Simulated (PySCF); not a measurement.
# CH7FO2Si2: the cost of one run

The runs use PySCF 2.14.0, with density-fitted response routines of our own; the level of theory stands in each step. All values are computed, except where a source is named. Atoms are numbered from 0 throughout.

### Step 1. Starting geometry

13 atoms, charge 0, multiplicity 1; geometry from: GFN2-xTB. The atoms were then displaced at random by about 0.01 Å, so the start is not that level's minimum.

Bonds of the start (Å): C0–O1 1.38, O1–Si2 1.60, Si2–F3 1.60, Si2–O4 1.61, O4–Si5 1.62, C0–H6 1.10, C0–H7 1.11, C0–H8 1.07, Si2–H9 1.45, Si5–H10 1.45, Si5–H11 1.47, Si5–H12 1.45.

### Step 2. Optimising the geometry at PBE0-D3(BJ)/def2-SVP

What the job is given:

```
{"job": {"xc": "PBE0", "basis": "def2-SVP", "d3": "d3bj", "grid": 1, "shake": 0.01, "kind": "geom"}, "charge": 0, "multiplicity": 1}
C     -2.368280    -0.777210    -0.110540
O     -1.049680    -0.409360     0.065510
Si    -0.286060     0.927590    -0.381790
F     -0.430230     1.143960    -1.959710
O      1.282570     0.690250    -0.092330
Si     2.666520    -0.151100    -0.036980
H     -2.682090    -0.609900    -1.153170
H     -3.014230    -0.137420     0.521800
H     -2.502460    -1.796620     0.174630
H     -0.672220     2.158310     0.274780
H      2.887350    -0.771850    -1.333030
H      2.542170    -1.162740     1.022360
H      3.632450     0.879220     0.275650
```

The run is started by

```
> OMP_NUM_THREADS=1 python probes_run.py task.json out
```

One launch serves the whole session: the jobs run in the order shown.

Q: Estimate the wall time and peak memory of this first job on 1 thread of Arm Neoverse N1, shared host.

About 1.7 min, with a peak of 0.53 GiB.
